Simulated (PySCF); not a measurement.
# C8H13NSn: the cost of one run

Computed with PySCF 2.14.0 and routines of our own; the level stands in each step. Atoms count from 0.

### Step 1. The starting structure

23 atoms, charge 0, multiplicity 1; geometry from: GFN2-xTB.

### Step 2. Geometry optimisation at PBE0-D3(BJ)/def2-SVP

Job settings and geometry (Å):

```
{"job": {"xc": "PBE0", "basis": "def2-SVP", "d3": "d3bj", "grid": 1, "maxiter": 30, "shake": 0.01, "kind": "geom"}, "charge": 0, "multiplicity": 1}
C     -2.201010    -1.486720    -1.003090
Sn    -1.262310     0.193850     0.041760
C     -1.970710     0.241790     2.123070
C     -1.696130     2.128610    -0.924290
C      0.896320    -0.175220    -0.034130
C      1.859950     0.829850     0.039840
C      3.208340     0.464900    -0.023630
C      3.538930    -0.867510    -0.160100
C      2.484820    -1.784780    -0.190990
N      1.210840    -1.450100    -0.136000
H     -1.843040    -2.404090    -0.625350
H     -2.014720    -1.401400    -2.063390
H     -3.321810    -1.423270    -0.861160
H     -3.048040     0.319190     2.163980
H     -1.537550     1.083400     2.658910
H     -1.651880    -0.649060     2.650370
H     -1.405220     2.970140    -0.307380
H     -2.807830     2.214480    -1.069100
H     -1.239110     2.189340    -1.881990
H      1.543090     1.865770     0.147130
H      3.956690     1.220740     0.014310
H      4.559230    -1.217170    -0.223220
H      2.688840    -2.839190    -0.332720
```

Run with:

```sh
OMP_NUM_THREADS=1 python heavy_run.py task.json out
```

One launch serves the whole session: the jobs run in the order shown.

Q: Estimate the wall time and peak memory of this first job on 1 thread of Arm Neoverse V1, shared host.

About 9.2 min, with a peak of 1.1 GiB.
